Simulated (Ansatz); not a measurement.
# BH2Se radical (SMILES [BH][SeH]): functionals against CCSD(T) at one geometry

The task here is to estimate one member of a computed series from the others.

Program: Ansatz 0.2.0, Gaussian basis. Level of theory: single points in def2-TZVPP. These are calculated values, not measurements.

Cores are frozen in the correlated methods. Filled d shells of the heavier atoms are correlated. Orbitals are unrestricted. B3LYP uses VWN-RPA correlation.

### The system as given

SMILES `[BH][SeH]`, 4 atoms, charge 0, spin multiplicity 2.

Atoms are counted from 1 here; the program's logs count them from 0.

Bond lengths: B1–Se2 1.821 Å, B1–H3 1.204 Å, Se2–H4 1.561 Å. Angles: Se2–B1–H3 129.0°, B1–Se2–H4 101.2°.

Geometry (Å):

```xyz
4
charge 0, multiplicity 2
B    -0.0557   -0.7476    0.3145
Se    0.3017    0.9681   -0.1793
H     0.5548   -1.4616    1.0680
H    -0.8929    1.2632   -1.1399
```

Set-up of the first run:

File run/in.yaml:

```yaml
crystal:
  periodic: [false, false, false]
  atoms:
    - {symbol: B, position_ang: [-0.055700, -0.747600, 0.314500]}
    - {symbol: Se, position_ang: [0.301700, 0.968100, -0.179300]}
    - {symbol: H, position_ang: [0.554800, -1.461600, 1.068000]}
    - {symbol: H, position_ang: [-0.892900, 1.263200, -1.139900]}
basis:
  gaussian: {orbitals: def2-TZVPP}
magnetization: {spin_polarized: true, initial_magnetization: 1}
correlation: {method: ccsd_t}
scf: {omitted_lower_state_checks: [cluster_reference]}
output: {forces: true}
```

The command line of these runs was not kept.

Steps of the session up to this table: CCSD(T)/def2-TZVPP; PBE0-D4/def2-TZVPP; wB97M-V/def2-TZVPP; r2SCAN-D4/def2-TZVPP; PBE-D4/def2-TZVPP; CAM-B3LYP-D4/def2-TZVPP; B3LYP-D4/def2-TZVPP.

One table of the session follows, with a row left open; its other results are not shown here.

```
      method  RMS force component (eV/Å)  angle to CCSD(T) forces (°)  dipole (D)
     CCSD(T)                       0.892                    reference        0.81
     PBE0-D4                           ?                            ?           ?
     wB97M-V                       0.826                          6.9        0.74
   r2SCAN-D4                       0.755                          2.3        0.75
      PBE-D4                       0.681                          6.7        0.86
CAM-B3LYP-D4                       0.819                          6.6        0.71
    B3LYP-D4                       0.805                          4.8        0.75
```

Estimate the missing values for PBE0-D4.

The run gave: RMS force component (eV/Å): 0.777; angle to CCSD(T) forces (°): 3.1; dipole (D): 0.75. In the column «RMS force component (eV/Å)» it lies between r2SCAN-D4 (0.755) and B3LYP-D4 (0.805).
